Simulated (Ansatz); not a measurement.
# NbSi (Pm-3m) in Ansatz: a series of runs, part 2 of 2

Ansatz 0.2.0. The steps go on from the part before.

### Step 4. Relaxation of cell and atoms, r2SCAN, target pressure 5 GPa, at which the enthalpy is minimised

File input.yaml:

```yaml
crystal:
  lattice:
    - [3.15644, 0.0, 0.0]
    - [0.0, 3.15644, 0.0]
    - [0.0, 0.0, 3.15644]
  atoms:
    - { symbol: Nb, position: [0.0, 0.0, 0.0] }
    - { symbol: Si, position: [0.5, 0.5, 0.5] }
hamiltonian:
  xc: r2scan
  pseudopotentials: { kind: paw }
kpoints:
  mp_grid: { grid: [8, 8, 8] }
scf:
  occupations: { method: fermi_dirac, width: 0.05 }
output:
  forces: true
  stress: true
  eigenvalues: true
relax:
  f_tol: 0.01
  max_steps: 40
  cell: { stress_tol: 0.05, p_target: 5.0 }
```

The run is started by

```
ansatz run input.yaml --threads 2 --pin off --max-ram 5632MiB --backend cpu --events-out ev --progress --plain --runs-dir out
```

Run time: 11 s. Hardware: 2 threads of Arm Neoverse N1, shared host; peak memory 0.36 GiB.

The run converged. Its results:

| Item | Value |
| --- | --- |
| Free energy | -5202.9778 eV |
| Relaxed volume | 15.14 Å³/atom |
| Relaxed cell | a = 3.117 Å, b = 3.117 Å, c = 3.117 Å, α = 90.00°, β = 90.00°, γ = 90.00° |
| Space group after relaxing (to 0.05 Å) | Pm-3m (No. 221) |
| Energy change on relaxing (the enthalpy is what falls) | +5.1 meV/atom |
| Ionic steps | 4 |
| Pressure after relaxing | 5.0 GPa |
| Band gap on the k mesh | none (metal or under the smearing width) |

The path:
```csv
step,energy change (eV),largest force (eV/Å),volume (Å³)
1,0.0000,0.0000,31.45
2,0.0074,0.0000,30.35
3,0.0098,0.0000,30.27
4,0.0102,0.0000,30.27
```

Final structure:
```
CELL_PARAMETERS angstrom
3.11661 0.00000 0.00000
0.00000 3.11661 0.00000
0.00000 0.00000 3.11661
ATOMIC_POSITIONS crystal
Nb 0.00000 0.00000 0.00000
Si 0.50000 0.50000 0.50000
```

Levels at points of the mesh, in eV from the Fermi level:
```csv
k point,band 6,band 7,band 8,band 9,band 10,band 11
"(0.00, 0.00, 0.00)",-3.03,-3.03,2.56,2.56,2.56,2.70
"(0.00, 0.00, -0.50)",-6.91,-1.71,-1.14,-1.14,3.08,4.64
"(0.00, -0.50, -0.50)",-3.25,-3.25,-2.42,0.38,0.38,4.59
"(-0.50, -0.50, -0.50)",-5.66,-5.66,-3.87,4.11,4.11,4.11
```

Caveat: the plane-wave basis is chosen anew once the cell has moved, so the energies of steps on either side of that aren't comparable; the PAW data sets come from PBE, with cores solved anew for the run's functional, which leaves a small shift of forces and pressure.

### Step 5. Relaxation of cell and atoms, r2SCAN, target pressure 10 GPa, at which the enthalpy is minimised

Edit input.yaml of step 4 so:

```diff
@@ -19,2 +19,6 @@
   eigenvalues: true
+  write_density: true
+  write_potential: true
+  elf: true
+  volumetric_format: npy
 relax:
@@ -22,2 +26,2 @@
   max_steps: 40
-  cell: { stress_tol: 0.05, p_target: 5.0 }
+  cell: { stress_tol: 0.05, p_target: 10.0 }
```

The run is started by

```
ansatz run input.yaml --threads 2 --pin off --max-ram 5632MiB --backend cpu --events-out ev --progress --plain --runs-dir out
```

Run time: 12 s. Hardware: 2 threads of Arm Neoverse N1, shared host; peak memory 0.36 GiB.

It converged, with:

```
Free energy                                            : -5202.9449 eV
Relaxed volume                                         : 14.78 Å³/atom
Relaxed cell                                           : a = 3.092 Å, b = 3.092 Å, c = 3.092 Å, α = 90.00°, β = 90.00°, γ = 90.00°
Space group after relaxing (to 0.05 Å)                 : Pm-3m (No. 221)
Energy change on relaxing (the enthalpy is what falls) : +21.5 meV/atom
Ionic steps                                            : 4
Pressure after relaxing                                : 10.0 GPa
Band gap on the k mesh                                 : none (metal or under the smearing width)
```

The path:
| step | energy change (eV) | largest force (eV/Å) | volume (Å³) |
| --- | --- | --- | --- |
| 1 | 0.0000 | 0.0000 | 31.45 |
| 2 | 0.0307 | 0.0000 | 29.77 |
| 3 | 0.0424 | 0.0000 | 29.57 |
| 4 | 0.0430 | 0.0000 | 29.57 |

Final structure:
```yaml
crystal:
  lattice:
    - [3.09215, 0.00000, 0.00000]
    - [0.00000, 3.09215, 0.00000]
    - [0.00000, 0.00000, 3.09215]
  atoms:
    - { symbol: Nb, position: [0.00000, 0.00000, 0.00000] }
    - { symbol: Si, position: [0.50000, 0.50000, 0.50000] }
```

Levels at points of the mesh, in eV from the Fermi level:
```csv
k point,band 6,band 7,band 8,band 9,band 10,band 11
"(0.00, 0.00, 0.00)",-3.14,-3.14,2.63,2.63,2.63,2.78
"(0.00, 0.00, -0.50)",-7.02,-1.78,-1.18,-1.18,3.18,4.79
"(0.00, -0.50, -0.50)",-3.27,-3.27,-2.47,0.36,0.36,4.74
"(-0.50, -0.50, -0.50)",-5.80,-5.80,-3.80,4.21,4.21,4.21
```

Caveat: the plane-wave basis is chosen anew once the cell has moved, so the energies of steps on either side of that aren't comparable; the PAW data sets come from PBE, with cores solved anew for the run's functional, which leaves a small shift of forces and pressure.

### Step 6. Relaxation of cell and atoms, r2SCAN, target pressure 20 GPa, at which the enthalpy is minimised

Edit input.yaml of step 5 so:

```diff
@@ -19,6 +19,2 @@
   eigenvalues: true
-  write_density: true
-  write_potential: true
-  elf: true
-  volumetric_format: npy
 relax:
@@ -26,2 +22,2 @@
   max_steps: 40
-  cell: { stress_tol: 0.05, p_target: 10.0 }
+  cell: { stress_tol: 0.05, p_target: 20.0 }
```

Potentials or basis: Ansatz PAW.

The run is started by

```
ansatz run input.yaml --threads 2 --pin off --max-ram 5632MiB --backend cpu --events-out ev --progress --plain --runs-dir out
```

The program printed:

```text
Warning: RAYON_NUM_THREADS=2 ignored (pool sized by the plan → 2); use --threads N
Engine: ansatz 0.2.0, aarch64-unknown-linux-gnu
Pseudopotentials: kind: paw
Pseudopotential: Nb, paw, valence charge 13, recommended cutoff 500 eV (meta_gga), Nb.paw.azcp
Pseudopotential: Si, paw, valence charge 4, recommended cutoff 500 eV (meta_gga), Si.paw.azcp
Functional definition: r2SCAN
  parameter k0 = 0.174
  parameter k1 = 0.065
  parameter a1 = 4.9479
  exchange = r2scan_x(k0 = k0, k1 = k1, a1 = a1)
  correlation = r2scan_c
Crystal: 2 atoms, lattice volume = 31.448 Å³
Basis set: ecut = 500 eV, 799 PW (Γ), exchange–correlation on 96×96×96 points (64 copies of the dense FFT grid, shifted against one another)
Bands: 13, of which v1, the nominal top of the filled ones, is band 9 counted from 1 (8 counted from 0)
Symmetry: 48 space group operations
[... 105 lines left out ...]
  Σ components = -5202.830407   (vs F -5202.830407, Δ=0.00e0)
--- Forces (eV/Å), atoms counted from 1 ---
  atom   1  Nb     0.00000000    -0.00000000     0.00000000
  atom   2  Si    -0.00000000    -0.00000000    -0.00000000
  max |Σ_I F_I| component: 3.04e-31 eV/Å
--- Stress (GPa, compression-positive) ---
       19.988331      -0.000000       0.000000
       -0.000000      19.988331      -0.000000
        0.000000      -0.000000      19.988331
  P = ⅓ Tr σ = 19.9883 GPa (199.883 kbar)
--- Band table (eV; the first three rows and the last of 35) ---
  k-point 0: bands = ["-39.0683", "-14.2361", "-14.2361", "-14.2361", "4.7715", "13.7820", "13.7820", "19.8766", "19.8766", "19.8766", "20.0580", "20.0580", "20.0580"]
  k-point 1: bands = ["-39.0591", "-14.3411", "-14.2266", "-14.2266", "5.0934", "13.6947", "13.9474", "18.3462", "18.3462", "19.5839", "19.9568", "21.7248", "21.7248"]
  k-point 2: bands = ["-39.0366", "-14.5879", "-14.2035", "-14.2035", "5.9986", "12.8964", "14.3974", "17.0327", "17.0327", "19.6485", "20.1599", "23.5172", "23.5172"]
  k-point 34: bands = ["-38.8854", "-14.7001", "-14.7001", "-14.7001", "11.0503", "11.0503", "11.0503", "13.4470", "21.5387", "21.5387", "21.5387", "22.3364", "22.3364"]
--- Relaxed structure (5 steps of the walk, 5 accepted, 1 SCFs on fresh bases) ---
  F+E_penalty+E_count = -5202.83040678 eV   max|allowed force component| = 2.424e-31 eV/Å   (the final SCF, on the basis selected at the relaxed cell)
  cell:  # Å, volume = 28.3265 Å³
    - [3.0483471382447322, 4.794763090714056e-34, 1.252857552364405e-33]
    - [-6.620384183831124e-35, 3.0483471382447322, 3.209883240645393e-35]
    - [1.1565610551450431e-33, -1.6049416203226965e-35, 3.0483471382447322]
  atoms:
    - { symbol: Nb, position: [-2.542328731613299e-35, -1.2711643658066631e-36, 1.2711643658066427e-36] }
    - { symbol: Si, position: [0.5, 0.5, 0.5] }
```

Wall time 13 s (2 threads of Arm Neoverse N1, shared host); peak memory 0.36 GiB.

What came out:

- Free energy: -5202.8304 eV
- Relaxed volume: 14.16 Å³/atom
- Relaxed cell: a = 3.048 Å, b = 3.048 Å, c = 3.048 Å, α = 90.00°, β = 90.00°, γ = 90.00°
- Space group after relaxing (to 0.05 Å): Pm-3m (No. 221)
- Energy change on relaxing (the enthalpy is what falls): +78.8 meV/atom
- Ionic steps: 6
- Pressure after relaxing: 20.0 GPa
- Band gap on the k mesh: none (metal or under the smearing width)

Step by step:
```csv
step,energy change (eV),largest force (eV/Å),volume (Å³)
1,0.0000,0.0000,31.45
2,0.3605,0.0000,27.07
3,0.1342,0.0000,28.51
4,0.1549,0.0000,28.34
5,0.1565,0.0000,28.33
6,0.1576,0.0000,28.33
```

Final structure:
```
Nb Si
1.0
     3.04835    0.00000    0.00000
     0.00000    3.04835    0.00000
     0.00000    0.00000    3.04835
Nb Si
1 1
Direct
  0.00000 0.00000 0.00000
  0.50000 0.50000 0.50000
```

Caveat: the plane-wave basis is chosen anew once the cell has moved, so the energies of steps on either side of that aren't comparable; the PAW data sets come from PBE, with cores solved anew for the run's functional, which leaves a small shift of forces and pressure.

### Step 7. The runs side by side

```csv
cell,target pressure (GPa),gap on the mesh (eV),pressure (GPa)
relaxed,0,none,0.0
relaxed to 2 GPa,2,none,2.0
relaxed to 5 GPa,5,none,5.0
relaxed to 10 GPa,10,none,10.0
relaxed to 20 GPa,20,none,20.0
```

Alike in all rows: task relaxation of cell and atoms; level r2SCAN; potentials or basis Ansatz PAW; no spin polarisation; k mesh 8 × 8 × 8; cutoff (eV) 500; smearing fermi-dirac 0.05 eV.

Caveats: the plane-wave basis is chosen anew once the cell has moved, so the energies of steps on either side of that aren't comparable; the PAW data sets come from PBE, with cores solved anew for the run's functional, which leaves a small shift of forces and pressure.

Total energies depend on the potentials used, so only differences within one code and one set of settings carry meaning.
